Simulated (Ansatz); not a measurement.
**BGeC+ (quintet): wave-function methods side by side, cc-pVDZ**

Aim: climb from Hartree-Fock through coupled cluster and multireference methods for BGeC+ (quintet) at one geometry and basis, and see what each rung misses.

Method: cc-pVDZ, core rule «outside noble gas», up to 16 orbitals frozen; program: Ansatz 0.2.0, Gaussian basis.

To be run: UHF; CCSD(T) on ROHF; CCSD(T) on UHF; BCCD(T) on ROHF; CISD as a restricted active space (open shells left free, so some higher excitations enter); CCSDT(Q) on ROHF; CCSDT(Q) on UHF; CASSCF and MRCISD+Q, 10 electrons in 11 orbitals; CASSCF and NEVPT2, 10 electrons in 11 orbitals.

26 further runs of the same task are left out: 12 that didn't finish, 14 set aside as unsound or not needed. Runs told in other sessions of the task aren't counted.

### Step 1. What is computed

The geometry is a PBE0/def2-TZVP stationary point (not a proven minimum) of the parent state, kept for this charge and spin. No spin-orbit coupling is included. The filled d shell of Ge may be among the frozen orbitals whatever the setting's name suggests.

3 atoms, charge 1, spin multiplicity 5.

Atoms are counted from 1 here; the program's logs count them from 0.

Bond lengths: B1–C2 1.397 Å, C2–Ge3 1.899 Å. Angles: B1–C2–Ge3 180.0°.

### Step 2. UHF

The input, in.yaml:

```yaml
crystal:
  periodic: [false, false, false]
  atoms:
    - {symbol: B, position_ang: [0.000000, 0.000000, 1.564300]}
    - {symbol: C, position_ang: [0.000000, 0.000000, 0.167100]}
    - {symbol: Ge, position_ang: [0.000000, 0.000000, -1.731400]}
basis:
  gaussian: {orbitals: cc-pVDZ}
total_charge: 1
magnetization: {spin_polarized: true, initial_magnetization: 4}
hamiltonian: {xc: hf}
output: {orbitals: {seedname: orbitals}}
```

Started as:

```bash
> ansatz run in.yaml --threads 1 --pin off --events-out ev --progress --plain --max-ram 2393MiB
```

Further steps of the session: CCSD(T) on ROHF; CCSD(T) on UHF; BCCD(T) on ROHF; CISD as a restricted active space (open shells left free, so some higher excitations enter); CCSDT(Q) on ROHF; CCSDT(Q) on UHF; CASSCF and MRCISD+Q, 10 electrons in 11 orbitals; CASSCF and NEVPT2, 10 electrons in 11 orbitals.

**Question.** What will the summary of the whole plan be? Wanted: UCCSDT(Q) from the RHF energy; RMP2 from UCCSDT(Q); UMP2 from UCCSDT(Q); RCCSD from UCCSDT(Q); RCCSD(T) from UCCSDT(Q); UCCSD(T) from UCCSDT(Q); RCCSDT(Q) from UCCSDT(Q); MRCISD+Q frontier from UCCSDT(Q); T1 diagnostic.

**Answer**, as computed:

```
                         quantity                                         value
    UCCSDT(Q) from the ROHF energy                                    -5.6036 eV
              RMP2 from UCCSDT(Q)                                   +1224.1 meV
              UMP2 from UCCSDT(Q)                                   +1243.6 meV
             RCCSD from UCCSDT(Q)                                    +244.9 meV
          RCCSD(T) from UCCSDT(Q)                                     +61.2 meV
          UCCSD(T) from UCCSDT(Q)                                     +57.9 meV
         RCCSDT(Q) from UCCSDT(Q)                                      +4.3 meV
 MRCISD+Q frontier from UCCSDT(Q)                                     +13.0 meV
levels within 1 kcal/mol (43 meV)  RCCSDT, UCCSDT, RCCSDT(Q), MRCISD+Q frontier
                    T1 diagnostic                                         0.027
```

RCCSD(T) misses by +61.2 meV, 1.1 % of the correlation energy. These misses are within one basis, not against nature; the frozen cores of restricted and unrestricted runs differ, which can shift their rows.
